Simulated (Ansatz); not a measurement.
# C3H8F2SSi: molecular dynamics

Purpose: to follow the molecule's vibrations and see whether its bonds hold. The start is relaxed first. Runs: 287 steps of 0.5 fs at constant energy, with velocities drawn for 500 K. SMILES of the start: CCS[Si](C)(F)F.

All numbers below are computed with Ansatz 0.2.0 (RKS PBE0-D4/STO-3G).

## (1) The structure to begin with

Bond lengths: C1–C2 1.499 Å, C2–S3 1.821 Å, S3–Si4 2.110 Å, Si4–C5 1.912 Å, Si4–F6 1.600 Å, Si4–F7 1.569 Å, C1–H8 1.149 Å, C1–H9 1.089 Å, C1–H10 1.044 Å, C2–H11 1.097 Å, C2–H12 1.107 Å, C5–H13 1.143 Å, C5–H14 1.061 Å, C5–H15 1.116 Å. Angles (14 of 25 angles, heavy atoms first): C1–C2–S3 112.7°, C2–S3–Si4 103.9°, S3–Si4–C5 107.1°, S3–Si4–F6 111.5°, S3–Si4–F7 111.0°, C5–Si4–F6 107.2°, C5–Si4–F7 108.3°, F6–Si4–F7 111.6°, C1–C2–H11 107.1°, C1–C2–H12 112.8°, S3–C2–H11 107.0°, S3–C2–H12 110.3°, C2–C1–H8 108.0°, C2–C1–H9 111.0°.

As a file:

```xyz
15

C     0.6480   -1.7874   -0.9430
C     1.5304   -1.0686    0.0329
S     0.6068   -0.3875    1.4469
Si   -0.0806    1.4826    0.7520
C    -1.9270    1.2709    0.3039
F     0.0032    2.5985    1.8952
F     0.6927    1.9200   -0.5417
H    -0.0622   -1.0167   -1.4141
H     0.0292   -2.5281   -0.4377
H     1.1840   -2.1889   -1.7438
H     2.2340   -1.8070    0.4360
H     2.1414   -0.2773   -0.4431
H    -2.3997    2.2460   -0.0601
H    -2.0982    0.5402   -0.4454
H    -2.5239    0.9526    1.1913
```

## (2) Relaxing the start

Input file input.yaml:

```yaml
crystal:
  periodic: [false, false, false]
  atoms:
    - { symbol: C, position_ang: [0.648, -1.7874, -0.943] }
    - { symbol: C, position_ang: [1.5304, -1.0686, 0.0329] }
    - { symbol: S, position_ang: [0.6068, -0.3875, 1.4469] }
    - { symbol: Si, position_ang: [-0.0806, 1.4826, 0.752] }
    - { symbol: C, position_ang: [-1.927, 1.2709, 0.3039] }
    - { symbol: F, position_ang: [0.0032, 2.5985, 1.8952] }
    - { symbol: F, position_ang: [0.6927, 1.92, -0.5417] }
    - { symbol: H, position_ang: [-0.0622, -1.0167, -1.4141] }
    - { symbol: H, position_ang: [0.0292, -2.5281, -0.4377] }
    - { symbol: H, position_ang: [1.184, -2.1889, -1.7438] }
    - { symbol: H, position_ang: [2.234, -1.807, 0.436] }
    - { symbol: H, position_ang: [2.1414, -0.2773, -0.4431] }
    - { symbol: H, position_ang: [-2.3997, 2.246, -0.0601] }
    - { symbol: H, position_ang: [-2.0982, 0.5402, -0.4454] }
    - { symbol: H, position_ang: [-2.5239, 0.9526, 1.1913] }
basis:
  gaussian: { orbitals: STO-3G }
hamiltonian:
  xc: pbe0
  dispersion: d4
relax:
  f_tol: 0.02
  max_steps: 40
```

The run is started by

```
$ ansatz run input.yaml --threads 1 --pin off --max-ram 2048MiB --backend cpu --events-out ev --progress --plain --runs-dir out
```

Standard output, cut to the lines that bear on the results:

```text
Warning: RAYON_NUM_THREADS=1 ignored (pool sized by the plan → 1); use --threads N
[...]
Functional definition: PBE0
[...]
732 factors; integrals over basis functions are off by at most 1.1e-5 eV
[...]
mean field -27047.13248037 eV, -993.9637854488 hartree, gradient 2.4e-5 eV, S^2 0.000000; 0 other end points of the search recorded, 0 dependent functions left out
[...]
reference -27047.13250002 eV, -993.9637861708 hartree; 37, 37 occupied and 14, 14 virtual orbitals, 732 factors
relax step   1: F+E_penalty+E_count = -27047.46710024 eV  Δ(F+E_penalty+E_count) = +0.000e0 eV  max|allowed force component| = 3.426e0 eV/Å  Δτ_max = 0.0000 Å  (22 SCF iters, accepted)
[...]
relax step   7: F+E_penalty+E_count = -27047.99356010 eV  Δ(F+E_penalty+E_count) = -6.427e-4 eV  max|allowed force component| = 2.101e-2 eV/Å  Δτ_max = 0.0184 Å  (25 SCF iters, accepted)
[...]
relax step   8: F+E_penalty+E_count = -27047.99365345 eV  Δ(F+E_penalty+E_count) = -9.336e-5 eV  max|allowed force component| = 4.143e-3 eV/Å  Δτ_max = 0.0074 Å  (19 SCF iters, accepted)
732 factors; integrals over basis functions are off by at most 1.2e-5 eV
[...]
mean field -27047.65602030 eV, -993.9830251861 hartree, gradient 1.1e-5 eV, S^2 0.000000; 1 other end points of the search recorded, 0 dependent functions left out
[...]
reference -27047.65603971 eV, -993.9830258996 hartree; 37, 37 occupied and 14, 14 virtual orbitals, 732 factors
Total energy: -27047.99367287 eV, -993.9954336894 hartree
Atom 0 at     0.580141    -1.716487    -0.938544 Å, force     0.002868     0.000506     0.002535 eV/Å
Atom 1 at     1.509044    -1.016329     0.082135 Å, force    -0.001165    -0.002093     0.000702 eV/Å
Atom 2 at     0.664227    -0.439130     1.591013 Å, force    -0.002360    -0.001636     0.000286 eV/Å
Atom 3 at    -0.120190     1.367732     0.766244 Å, force    -0.003146     0.002398     0.004143 eV/Å
Atom 4 at    -1.927108     1.259652     0.284327 Å, force     0.001537     0.000806     0.002378 eV/Å
Atom 5 at     0.066930     2.583205     1.842507 Å, force    -0.000961    -0.001030    -0.000124 eV/Å
Atom 6 at     0.774963     1.780958    -0.541219 Å, force     0.002530     0.001312    -0.002898 eV/Å
Atom 7 at    -0.174337    -1.020064    -1.327795 Å, force     0.001112    -0.000254    -0.001310 eV/Å
Atom 8 at     0.058274    -2.563724    -0.475712 Å, force    -0.000071    -0.000341     0.000854 eV/Å
Atom 9 at     1.165057    -2.092495    -1.788865 Å, force    -0.002403     0.000486     0.001376 eV/Å
Atom 10 at     2.288717    -1.724687     0.398803 Å, force     0.001283     0.000643    -0.002148 eV/Å
Atom 11 at     2.013622    -0.173258    -0.418138 Å, force    -0.001167     0.000536    -0.002407 eV/Å
Atom 12 at    -2.292079     2.213772    -0.108055 Å, force     0.000546    -0.001895    -0.001531 eV/Å
Atom 13 at    -2.084115     0.497194    -0.484137 Å, force    -0.001098     0.002060    -0.000413 eV/Å
Atom 14 at    -2.545046     0.992962     1.146735 Å, force     0.002497    -0.001499    -0.001443 eV/Å
Dipole moment:    -0.120542    -0.069694    -0.186254 e Å
```

Wall time 70 s (1 thread of Arm Neoverse N1, shared host); peak memory 0.16 GiB.

The steps of the relaxation:

```csv
step,energy from step 1 (eV),largest force component (eV/Å)
1,0.0000,3.4258
2,-0.4410,1.3279
3,-0.5083,0.5514
4,-0.5222,0.2211
5,-0.5251,0.0821
6,-0.5258,0.0547
7,-0.5265,0.0210
8,-0.5266,0.0041
```

Step 1 is the start.

After: Bond lengths: C1–C2 1.548 Å, C2–S3 1.823 Å, S3–Si4 2.135 Å, Si4–C5 1.873 Å, Si4–F6 1.634 Å, Si4–F7 1.638 Å, C1–H8 1.098 Å, C1–H9 1.097 Å, C1–H10 1.098 Å, C2–H11 1.100 Å, C2–H12 1.103 Å, C5–H13 1.094 Å, C5–H14 1.094 Å, C5–H15 1.094 Å. Angles (14 of 25 angles, heavy atoms first): C1–C2–S3 114.3°, C2–S3–Si4 96.8°, S3–Si4–C5 113.9°, S3–Si4–F6 109.4°, S3–Si4–F7 108.7°, C5–Si4–F6 108.8°, C5–Si4–F7 109.7°, F6–Si4–F7 106.0°, C1–C2–H11 108.9°, C1–C2–H12 108.7°, S3–C2–H11 107.1°, S3–C2–H12 110.2°, C2–C1–H8 111.1°, C2–C1–H9 110.9°.

## (3) Dynamics

287 steps of 0.5 fs at constant energy, with velocities drawn for 500 K, from the relaxed start.

Input file input.yaml:

```yaml
crystal:
  periodic: [false, false, false]
  atoms:
    - { symbol: C, position_ang: [0.580141, -1.716487, -0.938544] }
    - { symbol: C, position_ang: [1.509044, -1.016329, 0.082135] }
    - { symbol: S, position_ang: [0.664227, -0.43913, 1.591013] }
    - { symbol: Si, position_ang: [-0.12019, 1.367732, 0.766244] }
    - { symbol: C, position_ang: [-1.927108, 1.259652, 0.284327] }
    - { symbol: F, position_ang: [0.06693, 2.583205, 1.842507] }
    - { symbol: F, position_ang: [0.774963, 1.780958, -0.541219] }
    - { symbol: H, position_ang: [-0.174337, -1.020064, -1.327795] }
    - { symbol: H, position_ang: [0.058274, -2.563724, -0.475712] }
    - { symbol: H, position_ang: [1.165057, -2.092495, -1.788865] }
    - { symbol: H, position_ang: [2.288717, -1.724687, 0.398803] }
    - { symbol: H, position_ang: [2.013622, -0.173258, -0.418138] }
    - { symbol: H, position_ang: [-2.292079, 2.213772, -0.108055] }
    - { symbol: H, position_ang: [-2.084115, 0.497194, -0.484137] }
    - { symbol: H, position_ang: [-2.545046, 0.992962, 1.146735] }
basis:
  gaussian: { orbitals: STO-3G }
hamiltonian:
  xc: pbe0
  dispersion: d4
md:
  timestep: 0.5
  n_steps: 287
  ensemble: nve
  temperature: 500.0
  initial_velocities: maxwell_boltzmann
  seed: 477746
```

The run is started by

```
$ ansatz run input.yaml --threads 1 --pin off --max-ram 2048MiB --backend cpu --events-out ev --progress --plain --runs-dir out
```

Standard output, cut to the lines that bear on the results:

```text
Warning: RAYON_NUM_THREADS=1 ignored (pool sized by the plan → 1); use --threads N
[...]
Functional definition: PBE0
[...]
730 factors; integrals over basis functions are off by at most 1.4e-5 eV
[...]
mean field -27047.65600690 eV, -993.9830246938 hartree, gradient 2.6e-5 eV, S^2 0.000000; 0 other end points of the search recorded, 0 dependent functions left out
[...]
reference -27047.65602637 eV, -993.9830254092 hartree; 37, 37 occupied and 14, 14 virtual orbitals, 730 factors
md step     0: t =     0.00 fs  T =   500.0 K  F+E_penalty+E_count = -27047.99364005 eV  E_kin = 0.840190 eV  conserved = -27047.15345006 eV  (22 SCF iters)
[...]
md step    17: t =     8.50 fs  T =   342.0 K  F+E_penalty+E_count = -27047.72562862 eV  E_kin = 0.574751 eV  conserved = -27047.15087712 eV  (22 SCF iters, 3 dispersion substeps)
[...]
md step    34: t =    17.00 fs  T =   232.2 K  F+E_penalty+E_count = -27047.53755756 eV  E_kin = 0.390240 eV  conserved = -27047.14731790 eV  (23 SCF iters, 3 dispersion substeps)
[...]
md step    51: t =    25.50 fs  T =   175.4 K  F+E_penalty+E_count = -27047.44362604 eV  E_kin = 0.294815 eV  conserved = -27047.14881145 eV  (26 SCF iters, 3 dispersion substeps)
[...]
md step    68: t =    34.00 fs  T =   208.6 K  F+E_penalty+E_count = -27047.50091996 eV  E_kin = 0.350529 eV  conserved = -27047.15039064 eV  (26 SCF iters, 3 dispersion substeps)
md step    69: t =    34.50 fs  T =   183.8 K  F+E_penalty+E_count = -27047.45854572 eV  E_kin = 0.308801 eV  conserved = -27047.14974455 eV  (23 SCF iters, 3 dispersion substeps)
md step    70: t =    35.00 fs  T =   161.1 K  F+E_penalty+E_count = -27047.41949265 eV  E_kin = 0.270771 eV  conserved = -27047.14872183 eV  (26 SCF iters, 3 dispersion substeps)
```

## (4) The log goes on: dynamics from the start

Output, continued, cut to the lines that bear on the results:

```text
md step    71: t =    35.50 fs  T =   150.3 K  F+E_penalty+E_count = -27047.40025610 eV  E_kin = 0.252478 eV  conserved = -27047.14777796 eV  (26 SCF iters, 3 dispersion substeps)
[...]
md step    94: t =    47.00 fs  T =   293.3 K  F+E_penalty+E_count = -27047.64470187 eV  E_kin = 0.492811 eV  conserved = -27047.15189046 eV  (26 SCF iters, 3 dispersion substeps)
[...]
md step   117: t =    58.50 fs  T =   287.5 K  F+E_penalty+E_count = -27047.63199624 eV  E_kin = 0.483159 eV  conserved = -27047.14883727 eV  (25 SCF iters, 3 dispersion substeps)
[...]
md step   140: t =    70.00 fs  T =   328.4 K  F+E_penalty+E_count = -27047.70332146 eV  E_kin = 0.551762 eV  conserved = -27047.15155954 eV  (23 SCF iters, 3 dispersion substeps)
[...]
md step   162: t =    81.00 fs  T =   298.9 K  F+E_penalty+E_count = -27047.65336515 eV  E_kin = 0.502342 eV  conserved = -27047.15102274 eV  (26 SCF iters, 3 dispersion substeps)
md step   163: t =    81.50 fs  T =   257.0 K  F+E_penalty+E_count = -27047.58147968 eV  E_kin = 0.431831 eV  conserved = -27047.14964877 eV  (26 SCF iters, 3 dispersion substeps)
```

## (5) The log goes on: dynamics from the start

The log, continued, cut to the lines that bear on the results:

```text
md step   164: t =    82.00 fs  T =   217.2 K  F+E_penalty+E_count = -27047.51320059 eV  E_kin = 0.364903 eV  conserved = -27047.14829751 eV  (26 SCF iters, 3 dispersion substeps)
[...]
md step   182: t =    91.00 fs  T =   286.0 K  F+E_penalty+E_count = -27047.63032974 eV  E_kin = 0.480589 eV  conserved = -27047.14974101 eV  (26 SCF iters, 3 dispersion substeps)
[...]
md step   200: t =   100.00 fs  T =   330.0 K  F+E_penalty+E_count = -27047.70597243 eV  E_kin = 0.554547 eV  conserved = -27047.15142560 eV  (26 SCF iters, 3 dispersion substeps)
[...]
md step   218: t =   109.00 fs  T =   331.9 K  F+E_penalty+E_count = -27047.71028258 eV  E_kin = 0.557744 eV  conserved = -27047.15253897 eV  (26 SCF iters, 3 dispersion substeps)
[...]
Atom 5 at    -0.127878     2.575971     1.873868 Å, force    -0.036930     0.132746     0.067438 eV/Å
Atom 6 at     0.916773     2.036205    -0.427091 Å, force     0.060968     0.164118    -0.520491 eV/Å
Atom 7 at    -0.417918    -1.111383    -1.255806 Å, force    -0.590576     0.287621    -0.170589 eV/Å
Atom 8 at    -0.382103    -2.556691    -0.098354 Å, force     1.141959     1.315307    -2.043766 eV/Å
Atom 9 at     0.710078    -2.392660    -1.618416 Å, force     0.108197    -0.820866    -0.536616 eV/Å
Atom 10 at     2.054115    -1.992671     0.326386 Å, force    -0.561782     0.470051     0.153150 eV/Å
Atom 11 at     1.920989    -0.561878    -0.654007 Å, force    -0.001950     0.528252     0.178892 eV/Å
Atom 12 at    -2.147855     0.049226     0.655052 Å, force     0.202894     0.747549     0.670474 eV/Å
Atom 13 at    -2.432121     1.789869     0.288994 Å, force    -0.654752     0.110572    -0.520329 eV/Å
Atom 14 at    -1.668117     0.558514    -0.856862 Å, force    -0.423833     0.996923    -0.507564 eV/Å
Dipole moment:    -0.135135    -0.068014    -0.264672 e Å
```

Wall time 36 min (1 thread of Arm Neoverse N1, shared host); peak memory 0.14 GiB.

## (6) Frames and traces

One step in 21; energies are changes from step 0:

```csv
time (fs),T (K),potential energy change (meV/atom),total energy change (meV/atom)
0.0,500,0.0,0.00
10.5,379,13.7,0.17
21.0,277,25.3,0.31
31.5,256,27.6,0.27
42.0,263,26.7,0.19
52.5,240,29.4,0.20
63.0,188,35.3,0.32
73.5,174,36.9,0.41
84.0,246,28.7,0.27
94.5,291,23.6,0.14
105.0,249,28.2,0.18
115.5,236,29.9,0.31
126.0,246,28.8,0.31
136.5,304,22.2,0.16
143.5,228,30.7,0.28
```

time (fs), T (K) and a bar:
```
      0.0        500 ##############################
      6.0        266 #######
     12.5        268 #######
     18.5        356 ################
     25.0        193 
     31.0        264 #######
     37.5        271 ########
     43.5        224 ###
     50.0        260 #######
     56.0        271 ########
     62.5        220 ###
     68.5        274 ########
     75.0        272 ########
     81.0        299 ##########
     87.5        309 ###########
     93.5        230 ####
    100.0        330 #############
    106.0        224 ###
    112.5        213 ##
    118.5        325 #############
    125.0        203 #
    131.0        236 ####
    137.5        334 ##############
    143.5        228 ###
```

## (7) Positions and forces

Extended XYZ, with forces in eV/Å:

```xyz
15
time_fs=20.5 T=311 dE=0.3212
C     0.521   -1.735   -0.950   -1.256   -1.225    2.293
C     1.482   -1.059    0.065   -0.244   -0.139    0.818
S     0.754   -0.347    1.602    0.072   -1.219   -0.101
Si   -0.154    1.353    0.755    0.520   -0.143   -1.302
C    -1.955    1.327    0.229    0.252    0.229    0.895
F     0.005    2.489    1.885    0.030    0.886    0.516
F     0.819    1.736   -0.528   -0.475    0.154    0.328
H    -0.023   -1.054   -1.600   -0.348    0.487    0.099
H    -0.205   -2.456   -0.410    1.192    1.453   -1.082
H     1.153   -2.325   -1.570    0.668   -1.013   -1.123
H     2.258   -1.803    0.370   -0.603    0.439   -0.041
H     2.001   -0.251   -0.436    0.454    0.490   -0.540
H    -2.345    2.347    0.262   -0.052    0.135    0.029
H    -2.107    0.964   -0.779   -0.104   -0.482   -0.270
H    -2.517    0.744    0.973   -0.105   -0.049   -0.520
15
time_fs=41.0 T=256 dE=0.4131
C     0.460   -1.744   -0.895   -1.614   -0.092    2.098
C     1.487   -1.081    0.068    0.380   -1.206    0.968
S     0.826   -0.353    1.595   -0.757    0.103   -0.155
Si   -0.151    1.349    0.716   -0.302    0.487    1.971
C    -1.976    1.361    0.179    1.031    0.133    0.187
F    -0.056    2.486    1.943    0.056   -0.557   -1.099
F     0.817    1.744   -0.522    0.143    0.494   -0.554
H     0.038   -0.983   -1.554   -0.472    0.183    0.034
H    -0.381   -2.262   -0.273    1.685    1.018   -1.521
H     0.939   -2.460   -1.539    0.469   -0.866   -0.404
H     2.211   -1.838    0.458   -0.491    0.230   -0.547
H     2.082   -0.346   -0.457    0.363    0.551   -0.629
H    -2.450    2.279    0.523   -0.005    0.199    0.297
H    -1.989    1.421   -0.914   -0.450   -0.684    0.027
H    -2.519    0.519    0.625   -0.036    0.007   -0.671
15
time_fs=61.5 T=283 dE=0.3667
C     0.390   -1.722   -0.806   -0.334    0.139   -0.975
C     1.514   -1.136    0.057    0.369   -0.184    1.091
S     0.840   -0.375    1.579   -0.152    0.264   -0.041
Si   -0.127    1.354    0.757    0.208   -0.619   -1.055
C    -1.903    1.329    0.121    0.681    0.656    0.333
F    -0.102    2.480    1.903    0.273    0.845    0.721
F     0.784    1.825   -0.533   -0.064    0.098    0.336
H    -0.057   -0.866   -1.362   -0.270   -0.597    0.392
H    -0.366   -2.193   -0.126    0.482    0.177   -0.942
H     0.750   -2.428   -1.603   -0.245    0.335    0.990
H     2.172   -1.922    0.464   -0.082   -0.160   -0.310
H     2.167   -0.453   -0.504   -0.154    0.155   -0.172
H    -2.513    2.004    0.725    0.024    0.119    0.166
H    -1.872    1.775   -0.898   -0.474   -1.118    0.419
H    -2.328    0.335    0.258   -0.261   -0.110   -0.951
15
time_fs=82.0 T=217 dE=0.4804
C     0.304   -1.707   -0.783    1.895    0.826   -3.713
C     1.464   -1.187    0.084   -0.091    1.609   -0.416
S     0.844   -0.383    1.593    0.200   -0.147    0.576
Si   -0.083    1.335    0.747   -0.294    0.910   -0.022
C    -1.841    1.212    0.070    0.114    0.961    1.551
F    -0.103    2.531    1.892    0.138   -0.557   -0.378
F     0.765    1.940   -0.519    0.303   -0.121    0.153
H    -0.322   -0.875   -1.238    0.627   -1.042    0.944
H    -0.274   -2.387   -0.200   -1.038   -0.941    0.353
H     0.804   -2.226   -1.697   -1.344    0.548    1.775
H     2.113   -2.018    0.347    0.167   -0.427    0.436
H     2.108   -0.470   -0.484   -0.479   -0.444    0.113
H    -2.539    1.542    0.860    0.267    0.077   -0.198
H    -1.900    1.985   -0.733   -0.367   -1.410   -0.018
H    -2.124    0.174   -0.106   -0.098    0.156   -1.156
15
time_fs=102.5 T=192 dE=0.5223
C     0.235   -1.759   -0.854    1.827    1.916   -2.184
C     1.372   -1.194    0.097   -0.189    1.130   -1.288
S     0.848   -0.371    1.644   -0.290    0.320   -0.693
Si   -0.064    1.379    0.720   -0.397   -0.928    1.010
C    -1.816    1.057    0.078    0.036    0.053    1.520
F    -0.079    2.536    1.861   -0.073    0.252    0.249
F     0.807    2.033   -0.485    0.291   -0.099   -0.368
H    -0.514   -0.965   -1.160    0.895   -1.091    0.634
H    -0.244   -2.577   -0.355   -0.736   -0.950    0.162
H     0.741   -2.081   -1.852   -1.055    0.182    2.079
H     2.036   -2.016    0.344    0.188   -0.582    0.397
H     2.025   -0.486   -0.486   -0.676   -0.492    0.268
H    -2.603    0.905    0.856    0.894    0.626   -0.253
H    -2.056    1.959   -0.508   -0.452   -0.918   -0.511
H    -1.795    0.082   -0.415   -0.264    0.581   -1.022
15
time_fs=123.0 T=206 dE=0.4966
C     0.234   -1.819   -0.867   -0.361    0.134    0.322
C     1.281   -1.177    0.081    1.572   -0.434   -0.630
S     0.820   -0.330    1.614   -0.101   -0.225   -0.022
Si   -0.051    1.378    0.732    0.056    0.764   -0.775
C    -1.776    0.955    0.083    0.156   -1.370    2.510
F    -0.079    2.562    1.864   -0.280   -0.111    0.011
F     0.875    2.070   -0.456   -0.356   -0.546    0.384
H    -0.478   -1.026   -1.145   -0.217   -0.485   -0.046
H    -0.302   -2.659   -0.336    0.519    0.788   -1.003
H     0.732   -2.119   -1.829   -0.413   -0.264    1.079
H     1.954   -1.972    0.432   -0.012   -0.245   -0.075
H     1.944   -0.551   -0.560   -0.390    0.109    0.387
H    -2.276    0.410    0.931    0.266    1.029   -0.458
H    -2.345    1.856   -0.122   -0.376   -0.129   -0.779
H    -1.766    0.137   -0.643   -0.063    0.985   -0.902
15
time_fs=143.5 T=228 dE=0.4610
C     0.229   -1.859   -0.815   -1.073   -1.058    2.785
C     1.334   -1.190    0.032    0.730   -0.352    0.247
S     0.793   -0.331    1.568    0.733   -0.541   -0.324
Si   -0.050    1.426    0.721   -0.007   -0.735    0.863
C    -1.757    0.955    0.159    0.372   -1.246   -0.343
F    -0.128    2.576    1.874   -0.037    0.133    0.067
F     0.917    2.036   -0.427    0.061    0.164   -0.520
H    -0.418   -1.111   -1.256   -0.591    0.288   -0.171
H    -0.382   -2.557   -0.098    1.142    1.315   -2.044
H     0.710   -2.393   -1.618    0.108   -0.821   -0.537
H     2.054   -1.993    0.326   -0.562    0.470    0.153
H     1.921   -0.562   -0.654   -0.002    0.528    0.179
H    -2.148    0.049    0.655    0.203    0.748    0.670
H    -2.432    1.790    0.289   -0.655    0.111   -0.520
H    -1.668    0.558   -0.857   -0.424    0.997   -0.508
```

## (8) Outcome

| quantity | value |
| --- | --- |
| relaxation of the start | 7 moves, 0.527 eV lower |
| length | 287 steps of 0.5 fs |
| temperature, first and last step | 500 and 228 K |
| temperature, second half | mean 264 K, from 167 to 385 K |
| potential energy, second half | +27 meV/atom from the start |
| largest change of the total energy | 0.42 meV/atom |
| bonds formed or broken | 0 |

The temperature starts at 500 K and averages 264 K in the second half, where it ranges from 167 to 385 K. About half is expected from a start at a minimum: kinetic energy passes into potential energy until both shares match. The total energy strays from its start by at most 0.42 meV/atom, 1.4 % of the mean kinetic energy, which is good for a step of 0.5 fs. No bond forms or breaks. Averages from a run of 144 fs with 15 atoms are rough. The nuclei move classically, without zero-point motion, which matters most for hydrogen. The basis is very small, so the numbers are rough.
